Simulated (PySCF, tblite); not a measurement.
**C5H3NSe− (doublet): geometry, infrared bands and EPR parameters**

Aim: predict the infrared bands and EPR parameters of C5H3NSe− (doublet) (`[N-]=[C]c1ccc[se]1`).

Programs: tblite 0.8.0 and PySCF 2.14.0, with density-fitted response routines of our own. Each step states its level of theory. These are calculated values for one molecule in the gas phase, unless marked as measured. Atoms are numbered from 0 throughout.

## (1) The starting structure

10 atoms, charge -1, multiplicity 2; geometry from: force field or distance geometry start.

Bonds of the start (Å): N0–C1 1.31, C1–C2 1.46, C2–C3 1.36, C3–C4 1.33, C4–C5 1.36, C5–Se6 1.97, Se6–C2 1.94, C3–H7 1.14, C4–H8 1.13, C5–H9 1.10.

## (2) Relaxing the molecule with GFN2-xTB

Job settings and geometry (Å):

```
{"job": {"kind": "relax", "xc": "GFN2-xTB", "basis": "xTB"}, "charge": -1, "multiplicity": 2}
N      3.233100     0.353200     0.602600
C      2.476500     0.279300    -0.464800
C      1.030700     0.328100    -0.258100
C      0.173600    -0.715400    -0.133500
C     -1.135500    -0.549700     0.053200
C     -1.689100     0.695800     0.088900
Se    -0.126600     1.878300    -0.146100
H      0.624200    -1.760700    -0.156800
H     -1.823100    -1.440100     0.159200
H     -2.754900     0.935800     0.232900
```

On the command line:

```sh
$ OMP_NUM_THREADS=1 python probes_run.py task.json out
```

This one command runs all jobs of the session in turn.

The log of the run:

```text
step      E/eV     max force
  0    -499.64501    7.449
  1    -500.31591    8.234
  2    -500.75887    4.011
  3    -501.12106    3.914
  4    -501.57989    4.942
  5    -501.80150    1.985
  6    -501.90483    0.925
  7    -501.92751    0.441
  8    -501.93506    0.829
  9    -501.94527    0.315
 10    -501.95180    0.530
 11    -501.96687    0.562
 12    -501.97504    0.334
 13    -501.98336    0.297
 14    -501.98944    0.437
 15    -501.99589    0.391
 16    -502.00154    0.298
 17    -502.00853    0.368
 18    -502.01662    0.347
 19    -502.02386    0.240
 20    -502.02919    0.225
 21    -502.03406    0.225
 22    -502.03878    0.242
 23    -502.04247    0.293
 24    -502.04504    0.142
 25    -502.04722    0.172
 26    -502.04905    0.110
 27    -502.05060    0.107
 28    -502.05140    0.123
 29    -502.05208    0.056
 30    -502.05237    0.056
 31    -502.05256    0.051
 32    -502.05279    0.050
 33    -502.05304    0.052
 34    -502.05327    0.045
 35    -502.05350    0.045
 36    -502.05376    0.056
 37    -502.05405    0.055
 38    -502.05429    0.048
 39    -502.05445    0.066
 40    -502.05457    0.069
 41    -502.05469    0.052
 42    -502.05478    0.030
 43    -502.05485    0.021
 44    -502.05488    0.026
 45    -502.05489    0.022
 46    -502.05490    0.011
 47    -502.05491    0.009
```

Run time: 0.73 s. Hardware: 1 thread of Intel Xeon at 2.50GHz, shared host.

Along the way: (not every step is listed)

```
step  energy from step 0 (eV)  largest force (eV/Å)
   0                   0.0000                7.4486
   1                  -0.6709                8.2345
   2                  -1.1139                4.0115
   3                  -1.4760                3.9142
   4                  -1.9349                4.9421
   5                  -2.1565                1.9847
   6                  -2.2598                0.9251
   7                  -2.2825                0.4413
   8                  -2.2901                0.8285
  11                  -2.3219                0.5620
  14                  -2.3444                0.4366
  17                  -2.3635                0.3680
  20                  -2.3842                0.2252
  23                  -2.3975                0.2933
  26                  -2.4040                0.1105
  29                  -2.4071                0.0556
  32                  -2.4078                0.0498
  35                  -2.4085                0.0455
  38                  -2.4093                0.0477
  41                  -2.4097                0.0523
  42                  -2.4098                0.0298
  43                  -2.4098                0.0214
  44                  -2.4099                0.0256
  45                  -2.4099                0.0219
  46                  -2.4099                0.0110
  47                  -2.4099                0.0086
```

Close pairs (by a distance rule), those that changed most:

```
  bond  before (Å)  after (Å)  change (Å)
 N0–C1       1.310      1.170      -0.141
 C1–C2       1.461      1.362      -0.099
C5–Se6       1.974      1.897      -0.077
 C2–C3       1.356      1.416      +0.060
 C3–H7       1.139      1.080      -0.058
 C4–H8       1.130      1.083      -0.047
 C3–C4       1.333      1.379      +0.047
 C5–H9       1.102      1.076      -0.026
```

The end geometry stands in the next job.

## (3) Vibrational analysis with GFN2-xTB

Job settings and geometry (Å):

```
{"job": {"kind": "ir", "xc": "GFN2-xTB", "basis": "xTB"}, "charge": -1, "multiplicity": 2}
N      3.487881     0.426353    -0.004561
C      2.318659     0.398777    -0.003133
C      0.958611     0.321214     0.006830
C      0.160803    -0.848053    -0.017413
C     -1.202382    -0.638487    -0.004951
C     -1.625103     0.679241    -0.031021
Se    -0.165800     1.889905     0.020191
H      0.625734    -1.822904    -0.039183
H     -1.918126    -1.451762    -0.008378
H     -2.631394     1.050371     0.059092
```

The log of the run:

```text
mode    cm-1     km/mol
  1     100.5     13.33
  2     132.0      7.83
  3     160.8     12.55
  4     267.3      1.20
  5     360.1      5.35
  6     392.1     26.45
  7     412.8      4.96
  8     494.1      4.60
  9     576.3      3.46
 10     597.7      9.54
 11     677.0      9.53
 12     750.2      2.93
 13     798.5      0.53
 14    1026.5     14.01
 15    1053.9      2.84
 16    1122.8     14.82
 17    1198.6     26.45
 18    1321.8     24.62
 19    1409.2     84.35
 20    1487.7     20.64
 21    2238.2    760.38
 22    3013.6    125.23
 23    3055.7    144.90
 24    3074.9     97.73
```

It took 0.72 s on 1 thread of Intel Xeon at 2.50GHz, shared host.

Which atoms move in the most intense modes:

```
cm⁻¹  km/mol                               atoms
 392    26.4           C1 69 %, N0 17 %, C2 11 %
1199    26.4                    H8 48 %, C5 18 %
1322    24.6  C2 28 %, C4 22 %, C5 20 %, C3 11 %
1409    84.3  C4 32 %, C2 24 %, C3 14 %, C5 13 %
2238   760.4                    C1 63 %, N0 34 %
3014   125.2                             H8 88 %
3056   144.9                             H7 85 %
3075    97.7                             H9 86 %
```

## (4) EPR parameters: B3LYP/def2-TZVP-core+pcH-1

The job, as its differences from that of step 3:

```diff
@@ -1,2 +1,2 @@
-{"job": {"kind": "ir", "xc": "GFN2-xTB", "basis": "xTB"}, "charge": -1, "multiplicity": 2}
+{"job": {"kind": "epr", "basis": "pcH-1"}, "charge": -1, "multiplicity": 2}
 N      3.487881     0.426353    -0.004561
```

With the program's defaults for keys left out, this is: UKS B3LYP, def2-TZVP-core on Se, pcH-1 on C H N, non-relativistic, mean-field spin-orbit, GIAO.

The log of the run:

```text
UKS, coarse grid
  cycle   1  E = -2648.54952820  |g| = 1.51e+00
  cycle   2  E = -2648.37710033  |g| = 9.51e-01
  cycle   3  E = -2648.43122076  |g| = 7.74e-01
  cycle   4  E = -2648.66118607  |g| = 2.29e-01
  cycle   5  E = -2648.67929149  |g| = 7.74e-02
  cycle   6  E = -2648.68227004  |g| = 2.13e-02
  cycle   7  E = -2648.68250883  |g| = 7.83e-03
  cycle   8  E = -2648.68254008  |g| = 3.10e-03
  cycle   9  E = -2648.68254900  |g| = 1.86e-03
  cycle  10  E = -2648.68255200  |g| = 9.19e-04
UKS, final grid
  cycle   1  E = -2648.68256989  |g| = 1.65e-03
  cycle   2  E = -2648.68256455  |g| = 3.63e-03
  cycle   3  E = -2648.68257135  |g| = 3.78e-04
  cycle   4  E = -2648.68257142  |g| = 1.05e-04
  cycle   5  E = -2648.68257143  |g| = 1.05e-04
  cycle   6  E = -2648.68257144  |g| = 3.25e-05
  cycle   7  E = -2648.68257144  |g| = 1.22e-05
E = -2648.68257144 Eh   <S^2> = 0.7611 (exact 0.7500)
g shifts (ppm)      1          2          3
  rmc          -182       -182       -182
  gc             29         -6         39
  oz_so       -4011       -582      22626
  total       -4156       -768      22494
hyperfine (MHz)  atom isotope    a_iso     a_fc   dipolar eigenvalues
    0   14N       5.06       4.84     -8.65     -7.38     16.03
    1   13C     -19.58     -19.70     -5.79      2.51      3.28
    2   13C      17.86      16.10    -22.09    -21.24     43.33
    3   13C      10.15      10.28    -17.71    -17.38     35.09
    4   13C     -22.34     -22.23     -8.24      3.10      5.15
    5   13C      48.19      46.63    -35.58    -33.94     69.52
    6  77Se     -18.04      -1.53    -74.42    -68.71    143.13
    7    1H     -15.02     -15.05     -8.63     -1.05      9.69
    8    1H       2.54       2.53     -2.90      0.86      2.04
    9    1H     -26.63     -27.04    -17.35      0.17     17.18
```

It took 4.4 min on 1 thread of Intel Xeon at 2.50GHz, shared host; peak memory 1.1 GiB.

Principal g values 1.99816, 2.00155, 2.02481; g(iso) = 2.00818, against 2.00232 for a free electron.

Hyperfine couplings, nucleus by nucleus at this fixed geometry (no averaging over rotations):

```
nuclei  isotope  a(iso) (MHz)  a(iso) (G, at g = 2.0023)  largest dipolar term (MHz)
    C5      13C          48.2                       17.2                        69.5
    H9       1H         -26.6                       -9.5                       -17.3
    C4      13C         -22.3                       -8.0                        -8.2
    C1      13C         -19.6                       -7.0                        -5.8
   Se6     77Se         -18.0                       -6.4                       143.1
    C2      13C          17.9                        6.4                        43.3
    H7       1H         -15.0                       -5.4                         9.7
    C3      13C          10.1                        3.6                        35.1
    N0      14N           5.1                        1.8                        16.0
    H8       1H           2.5                        0.9                        -2.9
```

Mulliken spin populations:

```
atom  value (e)
  N0       0.18
  C1      -0.02
  C2       0.22
  C3       0.21
  C4      -0.09
  C5       0.42
 Se6       0.11
  H7      -0.01
  H8       0.00
  H9      -0.02
```

In first order the couplings over 0.8 MHz of 1H, 14N give 24 distinct lines over 19.4 G.

The fields below are evaluated on a grid from the run's orbitals.

ELF in a plane through or near 10 of the atoms.

Ten even steps from ' ' (0.00) to '@' (1.00):
```
                                                        
                        ........                        
                      ..--++++--..                      
                      ==##%%%%##--                      
                    ..==##==::++==..                    
          ......      ======**::==....==##**..          
      ..--==------    ----==**::##==**@@@@@@**          
    ..==**##******==::==##--::**%%==%%@@@@@@##          
    --##@@##==%%::==%%::==**::==::%%--@@@@%%==          
    ==%%@@::**%%==--@@::::**  --%%##++--==::            
    --##%%%%**%%++++**==%%%%++++--**++..                
    ..==**##++****==..==##..++##**--##++..              
        ::------::    ==%%==++****@@@@@@%%::            
            ..      ::@@@@@@++..==@@@@@@@@==            
                    ++@@@@@@++  ..%%@@@@%%::            
                    ++@@@@@@--    ::####::              
                    ..**%%##                            
                                                        
                                                        
                                                        
```
The map spans 12.2 Å across and 9.0 Å up, centred on the molecule. Atoms in the plane (x, y in Å): N0 (-3.5, 0.3), C1 (-2.3, 0.3), C2 (-1.0, 0.3), C3 (-0.1, -0.9), C4 (1.2, -0.6), C5 (1.6, 0.7), Se6 (0.1, 1.9), H7 (-0.6, -1.8), H8 (2.0, -1.4), H9 (2.6, 1.1).

log10 of the density (e/Å³) in the same plane.

Ten even steps from ' ' (-4.0) to '@' (1.9):
```
                      ....::::....                      
                    ..::::------::....                  
                  ..::----======--::....                
              ....::--==++++++++==--::::....            
        ....::::::::--++********++==------::..          
      ..::----------==++**%%@@##++++======--::..        
    ..----============++**%%@@##****++++++==--..        
  ..::====++++++++++++******##********##**++--..        
  ::--==**##########**####**++**##@@##**++==--..        
  ::--==**%%@@##@@%%##%%%%**++**####**++====::..        
  ::--==++######********####****####**++==--::          
  ..::====++++++++++++****%%####@@##**++==--..          
    ..::--============++**##******####++==--..          
      ..::::--------==++####**++++****++==--..          
          ......::::==++****++====++++==--::..          
                ..::--==++++==----------::..            
                  ..::--------::::::::::..              
                    ............                        
                                                        
                                                        
```
The map spans 12.2 Å across and 9.0 Å up, centred on the molecule. Atoms in the plane (x, y in Å): N0 (-3.5, 0.3), C1 (-2.3, 0.3), C2 (-1.0, 0.3), C3 (-0.1, -0.9), C4 (1.2, -0.6), C5 (1.6, 0.7), Se6 (0.1, 1.9), H7 (-0.6, -1.8), H8 (2.0, -1.4), H9 (2.6, 1.1).

On the surface of density 0.002 e/bohr³ the electrostatic potential runs, from the 1st to the 99th percentile, from -5.44 V near N0 to -2.54 V near H8.

The spin density lies nearest to C5 25 %; C2, C3 about 15 % each; Se6 15 %; N0 13 %.

## (5) Results

```
                                 quantity                  value
strongest single infrared mode (GFN2-xTB)  2238 cm⁻¹, 760 km/mol
             zero-point energy (GFN2-xTB)          36.8 kcal/mol
                           g(iso) (B3LYP)                2.00818
                                     ⟨S²⟩     0.761 (exact 0.75)
                           largest a(iso)    13C on C5, 48.2 MHz
```

In words: The optimisation took 47 steps and gained 2.410 eV; among the close pairs (by a distance rule), N0–C1 changed most, from 1.310 to 1.170 Å. No mode is imaginary among the 24: a minimum at this level. The strongest single mode, at 2238 cm⁻¹, moves mainly C1 and N0. Unscaled tight-binding wavenumbers are off by several per cent, some by more. Its intensities can rank the bands wrongly. The largest share of the spin, 0.42 e, sits on C5. The isotropic g lies 5.9 ppt above the free-electron value. The hyperfine terms hold no scalar relativity, which the heavier nuclei need.
